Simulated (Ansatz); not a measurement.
# Eu: how the settings move a single-point run

Question: which choices in the input matter for Eu?

Program: Ansatz 0.2.0. Level of theory: reference: DFT, PBE, PAW with Ansatz's default frozen-core files, scalar-relativistic. These are calculated values, not measurements.

## Step 1: The system as given

Symmetry: Im-3m, No. 229, cubic system. The conventional cell has a = 4.606 Å, b = 4.606 Å, c = 4.606 Å, α = 90.00°, β = 90.00°, γ = 90.00°. Eu (site symmetry m-3m) is surrounded by 8 Eu at 3.99 Å.

As a file:

```
CELL_PARAMETERS angstrom
-2.30300 2.30300 2.30300
2.30300 -2.30300 2.30300
4.60600 4.60600 0.00000
ATOMIC_POSITIONS crystal
Eu 0.00000 0.00000 0.00000
Eu 0.50000 0.50000 0.50000
```

## Step 2: Baseline

input.yaml

```yaml
crystal:
  lattice:
    - [-2.303, 2.303, 2.303]
    - [2.303, -2.303, 2.303]
    - [4.606, 4.606, 0.0]
  atoms:
    - { symbol: Eu, position: [0.0, 0.0, 0.0], spin: 7.0 }
    - { symbol: Eu, position: [0.5, 0.5, 0.5], spin: -7.0 }
magnetization:
  spin_polarized: true
kpoints:
  mp_grid: { grid: [8, 8, 5] }
scf:
  occupations: { method: fermi_dirac, width: 0.05 }
hamiltonian:
  xc: pbe
  pseudopotentials: { kind: paw }
output:
  forces: true
  stress: true
  eigenvalues: true
  populations: true
  write_density: true
  write_potential: true
  elf: true
  volumetric_format: npy
```

Started as:

```
$ ansatz run input.yaml --threads 1 --pin off --max-ram 3072MiB --backend cpu --events-out ev --progress --plain --runs-dir out
```

The main lines of its log:

```text
[...]
Basis set: ecut = 420 eV, 1921 PW (Γ), exchange–correlation on 54×54×90 points (8 copies of the dense FFT grid, shifted against one another)
[...]
Magnetic group: BNS 65.490 (UNI 588), of the structure as read, at distance tolerance 4.6e-5 Å
k-points: 63 of 320
[...]
SCF iter   1: F=—  HF=-17530.423986 eV  |F-HF|=—  |Δ(HF+E_count)|=         —  Δρ=3.64e-2 (↑3.64e-2 ↓3.61e-2)  dr2=8.56e-1  dr2_m=9.18e-1  M=0.001 μB ∫|m|=13.972 μB  β_m=0.30  ethr=2.48e-3  ⟨swp⟩=1.0  Hψ=18098  notcnv=0
[...]
preconditioner: auto → Kerker (q_TF=auto, 2.288 Å⁻¹)  [metal: Δε(μ)=0.001 eV  Ē_g=3.555 eV  σ=0.050 eV  W_gap=0.01  n_scr=22 (ndim 8)  ℏωp=15.9 eV  f_vac=0.000  D(μ)=10.81/eV (n_scr^D=154)]
[...]
SCF iter   2: F=—  HF=-17531.155523 eV  |F-HF|=—  |Δ(HF+E_count)|=   7.32e-1  Δρ=2.30e-2 (↑2.30e-2 ↓2.28e-2)  dr2=2.89e-1  dr2_m=3.80e-1  M=-0.000 μB ∫|m|=13.959 μB  β_m=0.47  ethr=2.48e-3  ⟨swp⟩=3.7  Hψ=7729  notcnv=0
[...]
SCF iter  12: F=—  HF=-17532.856206 eV  |F-HF|=—  |Δ(HF+E_count)|=   1.74e-7  Δρ=3.98e-6 (↑3.24e-6 ↓3.98e-6)  dr2=2.80e-8  dr2_m=5.56e-9  M=-0.000 μB ∫|m|=14.353 μB  β_m=0.99  ethr=5.39e-10  ⟨swp⟩=2.2  Hψ=5296  notcnv=0  defer=686
SCF iter  13: F=-17532.856206 eV  HF=-17532.856206 eV  |F-HF|=1.21e-8  |Δ(HF+E_count)|=   3.50e-8  Δρ=3.04e-6 (↑8.24e-7 ↓3.04e-6)  dr2=1.04e-8  dr2_m=2.18e-9  M=-0.000 μB ∫|m|=14.353 μB  ethr=8.25e-11  ⟨swp⟩=14.8  Hψ=30054  notcnv=0
[...]
SCF converged after 13 iterations
Magnetization: -0.0000 μB (17.0000 up, 17.0000 down)
[...]
Free energy (F): -17532.856206 eV
[...]
E sigma→0 (E₀):  -17532.845986 eV
[...]
Fermi energy:    7.594278 eV
[...]
  P = ⅓ Tr σ = -1.6381 GPa (-16.381 kbar)
[...]
```

It took 20 s on 1 thread of Intel Xeon 6975P-C (Granite Rapids), shared host; peak memory 0.62 GiB.

## Step 3: Changing settings: occupations.method tetrahedron, width left out

Edit input.yaml of step 2 so:

```diff
@@ -13,3 +13,3 @@
 scf:
-  occupations: { method: fermi_dirac, width: 0.05 }
+  occupations: { method: tetrahedron }
 hamiltonian:
@@ -22,5 +22 @@
   populations: true
-  write_density: true
-  write_potential: true
-  elf: true
-  volumetric_format: npy
```

Started as:

```
$ ansatz run input.yaml --threads 1 --pin off --max-ram 3072MiB --backend cpu --events-out ev --progress --plain --runs-dir out
```

Standard output:

```text
Warning: output.forces, output.stress, relax.cell or npt_langevin: where a Kohn–Sham band that disperses or a degenerate level is filled in part under the method tetrahedron, the forces or the stress that this run publishes need not agree with its energy (scf.occupations.method in the input reference, under Limitations); prefer a smearing scheme for the forces or the stress
Eu: projections on atomic orbitals take those of the free atom [Kr 4d10] 4f7 5s2 5p6 5d0 6s2, of charge +0.00 (hamiltonian.pseudopotentials.projection_atoms); the dataset's partial waves leave at most 1.0e-3 of an orbital's norm unspanned inside its sphere
band count auto-derived: 30, from the close of a first SCF at 29 (N_el = 34.0; filled up to band 17; 29 by the electrons, moments and atoms)
Engine: ansatz 0.2.0
Pseudopotentials: kind: paw
Pseudopotential: Eu, paw, valence charge 17, recommended cutoff 420 eV (normal)
Functional definition: PBE
  parameter kappa = 0.804
  parameter beta = 0.06672455060314922
  exchange = pbe_x(kappa = kappa, mu = beta*pi^2/3)
  correlation = pbe_c(beta = beta)
Crystal: 2 atoms, lattice volume = 97.717 Å³
Basis set: ecut = 420 eV, 1921 PW (Γ), exchange–correlation on 54×54×90 points (8 copies of the dense FFT grid, shifted against one another)
Bands: 29, of which v1, the nominal top of the filled ones, is band 17 counted from 1 (16 counted from 0)
Symmetry: 8 space group operations
Space group: Cmmm (ITA 65), of the structure as read, at distance tolerance 4.6e-5 Å
Magnetic group: BNS 65.490 (UNI 588), of the structure as read, at distance tolerance 4.6e-5 Å
k-points: 63 of 320
Non-local potential: Eu, projectors of the file, l = 0: 3, l = 1: 2, l = 2: 2, l = 3: 3
PAW form: soft (Blöchl's): semilocal exchange-correlation on the pseudo side does not see the compensation charge
PAW one-centre angular grid: Eu, 590 points (default); XC on 64 Gauss nodes
Initial density: superposition of atomic densities (chi_scale 0.1, normalization cell)
Starting moments: Σ|m| = 14 μB on 2 of 2 sites
Starting magnetic order: antiferromagnet; a translation exchanges its spin sublattices: spin-degenerate at every k-point
Initial wavefunctions: pseudopotential atomic-orbital guess
Functional: x = pbe(κ = 0.804, μ = 0.2195149727645171), c = pbe(β = 0.06672455060314922)
the translation (0.5, 0.5, 0.5) carries every atom to within crystal.symmetry.tolerance of an atom of its element with the starting moment reversed, but both spin channels are solved: the dense FFT box has an odd point count along it
SCF iter   1: F=—  HF=-17529.269812 eV  |F-HF|=—  |Δ(HF+E_count)|=         —  Δρ=2.61e-1 (↑2.61e-1 ↓2.61e-1)  dr2=5.54e0  dr2_m=5.96e1  M=0.000 μB ∫|m|=15.030 μB  β_m=1.00  ethr=3.10e-3  ⟨swp⟩=5.0  Hψ=12834  notcnv=0  defer=8
preconditioner: auto → Kerker (q_TF=auto, 2.288 Å⁻¹)  [metal: no gap  n_scr=22 (ndim 8)  ℏωp=15.9 eV  f_vac=0.000]
spin=Collinear: Kerker preconditioning applied to the charge; magnetization (m = ρ↑ − ρ↓) channel mixes plain (no charge-response kernel on spin).
SCF iter   2: F=—  HF=-17516.285081 eV  |F-HF|=—  |Δ(HF+E_count)|=    1.30e1  Δρ=3.95e-2 (↑3.92e-2 ↓3.95e-2)  dr2=9.96e-1  dr2_m=1.12e0  M=0.003 μB ∫|m|=14.716 μB  β_m=1.00  ethr=3.10e-3  ⟨swp⟩=3.4  Hψ=10448  notcnv=0  defer=805
SCF iter   3: F=—  HF=-17521.414677 eV  |F-HF|=—  |Δ(HF+E_count)|=    5.13e0  Δρ=6.67e-3 (↑6.43e-3 ↓6.67e-3)  dr2=9.74e-2  dr2_m=1.35e-2  M=-0.001 μB ∫|m|=14.511 μB  β_m=1.00  ethr=2.93e-3  ⟨swp⟩=3.4  Hψ=7620  notcnv=0  defer=864
SCF iter   4: F=—  HF=-17527.465773 eV  |F-HF|=—  |Δ(HF+E_count)|=    6.05e0  Δρ=5.22e-3 (↑5.22e-3 ↓3.61e-3)  dr2=5.52e-2  dr2_m=8.16e-3  M=-0.013 μB ∫|m|=14.464 μB  β_m=0.30  ethr=2.86e-4  ⟨swp⟩=3.3  Hψ=7565  notcnv=0  defer=876
SCF iter   5: F=—  HF=-17530.166917 eV  |F-HF|=—  |Δ(HF+E_count)|=    2.70e0  Δρ=6.06e-3 (↑6.06e-3 ↓4.93e-3)  dr2=4.75e-3  dr2_m=2.57e-2  M=-0.005 μB ∫|m|=14.410 μB  β_m=0.30  ethr=1.62e-4  ⟨swp⟩=3.5  Hψ=6372  notcnv=0  defer=890
SCF iter   6: F=—  HF=-17531.446946 eV  |F-HF|=—  |Δ(HF+E_count)|=    1.28e0  Δρ=6.75e-3 (↑6.16e-3 ↓6.75e-3)  dr2=5.61e-3  dr2_m=3.47e-2  M=0.005 μB ∫|m|=14.371 μB  β_m=0.30  ethr=1.40e-5  ⟨swp⟩=4.2  Hψ=7681  notcnv=0  defer=888
SCF iter   7: F=—  HF=-17532.230886 eV  |F-HF|=—  |Δ(HF+E_count)|=   7.84e-1  Δρ=4.39e-3 (↑4.39e-3 ↓4.04e-3)  dr2=4.74e-3  dr2_m=1.45e-2  M=-0.003 μB ∫|m|=14.390 μB  β_m=1.00  ethr=1.40e-5  ⟨swp⟩=3.4  Hψ=6554  notcnv=0  defer=885
SCF iter   8: F=—  HF=-17532.593182 eV  |F-HF|=—  |Δ(HF+E_count)|=   3.62e-1  Δρ=2.41e-3 (↑2.35e-3 ↓2.41e-3)  dr2=4.42e-3  dr2_m=3.98e-3  M=0.001 μB ∫|m|=14.350 μB  β_m=0.30  ethr=1.39e-5  ⟨swp⟩=3.5  Hψ=6239  notcnv=0  defer=886
SCF iter   9: F=—  HF=-17532.720761 eV  |F-HF|=—  |Δ(HF+E_count)|=   1.28e-1  Δρ=9.59e-4 (↑9.37e-4 ↓9.59e-4)  dr2=1.77e-4  dr2_m=7.23e-4  M=0.001 μB ∫|m|=14.368 μB  β_m=1.00  ethr=1.30e-5  ⟨swp⟩=2.3  Hψ=6226  notcnv=0  defer=878
SCF iter  10: F=—  HF=-17532.789374 eV  |F-HF|=—  |Δ(HF+E_count)|=   6.86e-2  Δρ=3.14e-3 (↑3.11e-3 ↓3.14e-3)  dr2=1.51e-2  dr2_m=4.71e-3  M=0.000 μB ∫|m|=14.330 μB  β_m=0.30  ethr=5.21e-7  ⟨swp⟩=5.0  Hψ=9561  notcnv=0  defer=870
SCF iter  11: F=—  HF=-17532.815725 eV  |F-HF|=—  |Δ(HF+E_count)|=   2.64e-2  Δρ=4.11e-4 (↑4.11e-4 ↓3.92e-4)  dr2=1.81e-4  dr2_m=8.59e-5  M=0.000 μB ∫|m|=14.360 μB  β_m=1.00  ethr=5.21e-7  ⟨swp⟩=4.6  Hψ=8097  notcnv=0  defer=869
SCF iter  12: F=—  HF=-17532.831226 eV  |F-HF|=—  |Δ(HF+E_count)|=   1.55e-2  Δρ=3.26e-4 (↑3.26e-4 ↓2.91e-4)  dr2=1.06e-4  dr2_m=5.84e-5  M=0.000 μB ∫|m|=14.366 μB  β_m=1.00  ethr=5.21e-7  ⟨swp⟩=3.1  Hψ=6377  notcnv=0  defer=866
SCF iter  13: F=—  HF=-17532.838242 eV  |F-HF|=—  |Δ(HF+E_count)|=   7.02e-3  Δρ=8.53e-5 (↑8.22e-5 ↓8.53e-5)  dr2=1.17e-5  dr2_m=2.84e-6  M=0.000 μB ∫|m|=14.363 μB  β_m=0.30  ethr=3.10e-7  ⟨swp⟩=3.2  Hψ=6220  notcnv=0  defer=866
Mixer restart at iter 13: flushing history
spin-set hold released at iteration 13 (settled: charge residual and site-moment steps within their bounds): the magnetisation degrees of freedom join the quasi-Newton model from the next iteration; the mixer history was flushed
SCF iter  14: F=—  HF=-17532.841976 eV  |F-HF|=—  |Δ(HF+E_count)|=   3.73e-3  Δρ=1.18e-4 (↑1.17e-4 ↓1.18e-4)  dr2=1.60e-6  dr2_m=1.19e-5  M=-0.000 μB ∫|m|=14.362 μB  β_m=0.63  ethr=3.43e-8  ⟨swp⟩=3.4  Hψ=6399  notcnv=0  defer=866
SCF iter  15: F=—  HF=-17532.845772 eV  |F-HF|=—  |Δ(HF+E_count)|=   3.80e-3  Δρ=9.22e-5 (↑9.22e-5 ↓7.62e-5)  dr2=1.78e-5  dr2_m=1.49e-6  M=0.000 μB ∫|m|=14.362 μB  β_m=0.64  ethr=4.70e-9  ⟨swp⟩=4.7  Hψ=9153  notcnv=0  defer=866
SCF iter  16: F=—  HF=-17532.845796 eV  |F-HF|=—  |Δ(HF+E_count)|=   2.42e-5  Δρ=2.64e-4 (↑2.64e-4 ↓2.02e-4)  dr2=7.13e-5  dr2_m=3.03e-5  M=-0.000 μB ∫|m|=14.358 μB  β_m=0.64  ethr=4.70e-9  ⟨swp⟩=4.7  Hψ=7814  notcnv=0  defer=866
SCF iter  17: F=—  HF=-17532.845782 eV  |F-HF|=—  |Δ(HF+E_count)|=   1.46e-5  Δρ=4.87e-5 (↑4.33e-5 ↓4.87e-5)  dr2=1.60e-6  dr2_m=1.50e-6  M=0.000 μB ∫|m|=14.360 μB  β_m=0.82  ethr=4.70e-9  ⟨swp⟩=3.8  Hψ=6435  notcnv=0  defer=866
SCF iter  18: F=—  HF=-17532.845782 eV  |F-HF|=—  |Δ(HF+E_count)|=   1.64e-7  Δρ=4.74e-5 (↑3.02e-5 ↓4.74e-5)  dr2=3.26e-6  dr2_m=7.05e-7  M=-0.000 μB ∫|m|=14.361 μB  β_m=0.82  ethr=4.70e-9  ⟨swp⟩=3.3  Hψ=5566  notcnv=0  defer=866
SCF iter  19: F=-17532.845782 eV  HF=-17532.845782 eV  |F-HF|=3.30e-9  |Δ(HF+E_count)|=   1.87e-7  Δρ=3.36e-6 (↑3.36e-6 ↓1.74e-6)  dr2=1.04e-8  dr2_m=3.30e-9  M=0.000 μB ∫|m|=14.360 μB  ethr=2.94e-10  ⟨swp⟩=3.7  Hψ=13388  notcnv=0
SCF 1, on 29 bands, converged in 19 iterations: F = -17532.845782 eV; the run's SCF on all bands comes behind
The result of the SCF on 29 bands, without a stress, told ahead of the SCF on all bands, whose result is the run's:
SCF converged after 19 iterations
Magnetization: 0.0000 μB (17.0000 up, 17.0000 down)
Absolute magnetization: 14.3605 μB (∫|ρ↑−ρ↓|, with the PAW one-centre terms)
Spin contamination: 7.0852 ħ² per cell (⟨S²⟩ above its minimum at these occupations)
Per-site moments (μB) at R_I (Å): [(7.024295489271245, 1.6454266165553386), (-7.024284421762541, 1.6454266165553386)]
Free energy (F): -17532.845782 eV
Harris-Foulkes:  -17532.845782 eV  (|F-HF|=3.30e-9)
Internal energy: -17532.845517 eV  (E = F + TS)
E sigma→0 (E₀):  -17532.845782 eV
Entropy (-TS):   -0.000264 eV (-0.132 meV/atom)
Fermi energy:    7.567515 eV
--- Per-component energies (eV) ---
  E_band       = -142.667329
  E_kinetic    = 694.912271
  E_local      = -4587.099850  (includes V_loc(G=0)·N_el)
  E_nonlocal   = 955.326198
  E_hartree    = 1822.229111
  E_xc         = -350.072533
  E_vxc        = -399.878275  (∫ρ·V_xc dr)
  E_paw        = -12780.111826  (= ΣΔE_a)
  E_vpaw       = -450.381677  (= ΣTr[D̂ρ^β])
  E_aug_tail   = -0.000000  (compensation charges beyond the density's cutoff)
  E_ewald      = -3288.028888
  E_smearing   = -0.000264  (= −TS)
  E_closure    = -0.000000  (closes the sum)
  Σ components = -17532.845782   (vs F -17532.845782, Δ=0.00e0)
--- Forces (eV/Å), atoms counted from 1 ---
  atom   1  Eu     0.00000000     0.00000000    -0.00000000
  atom   2  Eu     0.00000000     0.00000000     0.00000000
  max |Σ_I F_I| component: 2.84e-29 eV/Å
--- Band table (eV; the first three rows and the last of 126) ---
  k-point 0 ↑: bands = ["-34.0338", "-30.9039", "-12.8226", "-12.7394", "-12.6922", "-10.4710", "-10.3595", "-10.3027", "3.8172", "6.4697", "7.1657", "7.2005", "7.2188", "7.2529", "7.2591", "7.2753", "7.2792", "8.4346", "8.4387", "9.7682", "9.8005", "10.0084", "10.9174", "11.1139", "11.8171", "11.8195", "12.0446", "12.0772", "12.1056"]
  k-point 1 ↑: bands = ["-34.0337", "-30.9039", "-12.8201", "-12.7392", "-12.6922", "-10.4761", "-10.3601", "-10.3027", "4.0136", "6.1795", "7.1647", "7.1966", "7.2159", "7.2503", "7.2550", "7.2760", "7.2792", "8.4306", "8.5025", "9.7342", "9.8788", "9.9425", "10.7971", "11.0222", "11.7378", "11.7434", "12.0322", "12.0378", "12.1167"]
  k-point 2 ↑: bands = ["-34.0337", "-30.9039", "-12.8159", "-12.7387", "-12.6922", "-10.4845", "-10.3610", "-10.3027", "4.5398", "5.4735", "7.1631", "7.1912", "7.2115", "7.2457", "7.2487", "7.2771", "7.2792", "8.6303", "8.6307", "9.4323", "9.6536", "10.4180", "10.6136", "10.9546", "11.6877", "11.7238", "11.9668", "12.0543", "12.0743"]
  k-point 62 ↓: bands = ["-34.0180", "-30.8830", "-12.9259", "-12.8364", "-12.7766", "-10.6024", "-10.4854", "-10.4309", "6.9312", "7.1577", "7.1762", "7.1917", "7.2090", "7.2314", "7.2468", "7.2947", "7.5173", "7.6913", "7.9233", "9.1830", "9.5087", "10.2035", "10.2763", "11.6384", "11.8056", "12.0359", "12.0611", "12.0652", "12.1947"]
Of that result alone: this state was not tested for a lower state beside it, because cold or Methfessel-Paxton smearing, or corrected tetrahedra, fill the levels in a way that the test cannot read (fill_not_monotonic; see scf.lower_state_search)
Bands: 30, of which v1, the nominal top of the filled ones, is band 17 counted from 1 (16 counted from 0)
Initial density: handed on by an earlier stage of this run
Starting moments: Σ|m| = 14 μB on 2 of 2 sites; this step starts from the density that it was given
the translation (0.5, 0.5, 0.5) carries every atom to within crystal.symmetry.tolerance of an atom of its element with the starting moment reversed, but both spin channels are solved: the dense FFT box has an odd point count along it
iter 1 solved again at ethr=1.00e-7 eV; its pass at ethr=3.10e-3 eV (dr2=3.41e-5 eV) is discarded
SCF iter   1: F=—  HF=-17532.845782 eV  |F-HF|=—  |Δ(HF+E_count)|=         —  Δρ=3.22e-6 (↑3.22e-6 ↓1.62e-6)  dr2=9.51e-9  dr2_m=3.13e-9  M=0.000 μB ∫|m|=14.360 μB  β_m=0.30  ethr=1.00e-7  ⟨swp⟩=6.3  Hψ=28983  notcnv=0  defer=19
eigensolver tolerance schedule: the retry pair's looser diagonalisation over-reported the residual by 3586.59 of it (diagonalisation noise at 0.13 of the residual, at the tolerance the schedule requests for it); recorded, not acted on — ethr = c·dr2/N_el stays at c = 1.0e-1
preconditioner: auto → Kerker (q_TF=auto, 2.288 Å⁻¹)  [metal: no gap  n_scr=22 (ndim 8)  ℏωp=20.6 eV  f_vac=0.000]
spin=Collinear: Kerker preconditioning applied to the charge; magnetization (m = ρ↑ − ρ↓) channel mixes plain (no charge-response kernel on spin).
SCF iter   2: F=-17532.845782 eV  HF=-17532.845782 eV  |F-HF|=3.21e-9  |Δ(HF+E_count)|=   9.93e-8  Δρ=1.75e-6 (↑1.13e-6 ↓1.75e-6)  dr2=4.41e-9  dr2_m=9.58e-10  M=-0.000 μB ∫|m|=14.360 μB  ethr=2.80e-11  ⟨swp⟩=5.0  Hψ=12214  notcnv=0
SCF 2 converged in 2 iterations: F = -17532.845782 eV  dr2 = 4.41e-9
this state was not tested for a lower state beside it, because cold or Methfessel-Paxton smearing, or corrected tetrahedra, fill the levels in a way that the test cannot read (fill_not_monotonic; see scf.lower_state_search)
SCF converged after 21 iterations (19 of them on 29 bands)
Magnetization: -0.0000 μB (17.0000 up, 17.0000 down)
Absolute magnetization: 14.3605 μB (∫|ρ↑−ρ↓|)
Spin contamination: 7.0852 ħ² per cell (⟨S²⟩ above its minimum at these occupations)
Per-site moments (μB) at R_I (Å): [(7.024279524276046, 1.6454266165553386), (-7.024287173255105, 1.6454266165553386)]
Free energy (F): -17532.845782 eV
Harris-Foulkes:  -17532.845782 eV  (|F-HF|=3.21e-9)
Internal energy: -17532.845517 eV  (E = F + TS)
E sigma→0 (E₀):  -17532.845782 eV
Entropy (-TS):   -0.000264 eV (-0.132 meV/atom)
Fermi energy:    7.567518 eV
--- Per-component energies (eV) ---
  E_band       = -142.666933
  E_kinetic    = 694.912306
  E_local      = -4587.096639  (includes V_loc(G=0)·N_el)
  E_nonlocal   = 955.325271
  E_hartree    = 1822.226640
  E_xc         = -350.072598
  E_vxc        = -399.878365  (∫ρ·V_xc dr)
  E_paw        = -12780.111610  (= ΣΔE_a)
  E_vpaw       = -450.381960  (= ΣTr[D̂ρ^β])
  E_aug_tail   = -0.000000  (compensation charges beyond the density's cutoff)
  E_ewald      = -3288.028888
  E_smearing   = -0.000264  (= −TS)
  E_closure    = -0.000000  (closes the sum)
  Σ components = -17532.845782   (vs F -17532.845782, Δ=0.00e0)
--- Forces (eV/Å), atoms counted from 1 ---
  atom   1  Eu     0.00000000     0.00000000     0.00000000
  atom   2  Eu     0.00000000     0.00000000     0.00000000
  max |Σ_I F_I| component: 8.84e-29 eV/Å
--- Stress (GPa, compression-positive) ---
       -1.497117       0.262922      -0.000000
        0.262922      -1.497117       0.000000
        0.000000       0.000000      -1.766224
  P = ⅓ Tr σ = -1.5868 GPa (-15.868 kbar)
--- Band table (eV; the first three rows and the last of 126) ---
  k-point 0 ↑: bands = ["-34.0337", "-30.9039", "-12.8226", "-12.7394", "-12.6922", "-10.4710", "-10.3595", "-10.3027", "3.8172", "6.4697", "7.1658", "7.2005", "7.2188", "7.2530", "7.2591", "7.2753", "7.2793", "8.4346", "8.4387", "9.7682", "9.8005", "10.0084", "10.8716", "11.0741", "11.5931", "11.7791", "11.8074", "11.8159", "11.9483", "11.9569"]
  k-point 1 ↑: bands = ["-34.0337", "-30.9039", "-12.8201", "-12.7391", "-12.6922", "-10.4761", "-10.3601", "-10.3027", "4.0136", "6.1795", "7.1648", "7.1966", "7.2160", "7.2503", "7.2550", "7.2760", "7.2793", "8.4306", "8.5025", "9.7342", "9.8788", "9.9425", "10.7413", "10.9826", "11.6846", "11.7065", "11.8074", "11.9171", "11.9222", "11.9692"]
  k-point 2 ↑: bands = ["-34.0337", "-30.9039", "-12.8159", "-12.7387", "-12.6922", "-10.4845", "-10.3610", "-10.3027", "4.5398", "5.4735", "7.1632", "7.1913", "7.2115", "7.2457", "7.2487", "7.2771", "7.2793", "8.6303", "8.6307", "9.4323", "9.6536", "10.3647", "10.5597", "10.8713", "11.6783", "11.6842", "11.8115", "11.8458", "11.9391", "11.9704"]
  k-point 62 ↓: bands = ["-34.0180", "-30.8830", "-12.9259", "-12.8364", "-12.7766", "-10.6024", "-10.4854", "-10.4309", "6.9312", "7.1577", "7.1762", "7.1917", "7.2090", "7.2314", "7.2467", "7.2946", "7.5173", "7.6913", "7.9233", "9.1830", "9.5087", "10.2035", "10.2763", "11.5935", "11.7462", "12.0022", "12.0147", "12.0301", "12.0925", "12.1131"]
--- Löwdin populations: 2 sites ---
  site symbol       q [e]    m [muB]
     0     Eu     16.9664     7.2089
     1     Eu     16.9664    -7.2090
  spilling = 0.001977 (of n_electrons = 34.000000)
```

Wall time 22 s (1 thread of Intel Xeon 6975P-C (Granite Rapids), shared host); peak memory 0.58 GiB.

Changing the smearing leaves the energy as it was (+0.1 meV/atom).

## Step 4: All runs together

| run | ending | energy change | pressure (GPa) | abs. moment (μB) | force (eV/Å) | cycles | time |
| --- | --- | --- | --- | --- | --- | --- | --- |
| reference | converged | 0 | -1.6 | 14.35 | 0.00 | 13 | 20 s |
| 1: occupations.method tetrahedron, width left out | converged | +0.1 meV/atom (σ→0) | -1.6 | 14.36 | 0.00 | 21 | 22 s |

Times don't compare one to one where runs were asked for different outputs or read a saved state (see the inputs); cycles may leave out searches for a lower state.

Residual by cycle in the longest SCF loop of each run; runs are numbered as in the table. The quantity is the density residual dr2, in eV.

| cycle | reference | run 1 |
| --- | --- | --- |
| 1 | 0.856 | 5.54 |
| 3 | 0.161 | 0.0974 |
| 4 | 0.0777 | 0.0552 |
| 6 | 0.00211 | 0.00561 |
| 8 | 1.3e-5 | 0.00442 |
| 9 | 4.5e-6 | 1.8e-4 |
| 11 | 1.8e-7 | 1.8e-4 |
| 12 | 2.8e-8 | 1.1e-4 |
| 14 | - | 1.6e-6 |
| 16 | - | 7.1e-5 |
| 17 | - | 1.6e-6 |
| 19 | - | 1.0e-8 |

**Reading.** Changing the smearing hardly moves the energy: +0.1 meV/atom.
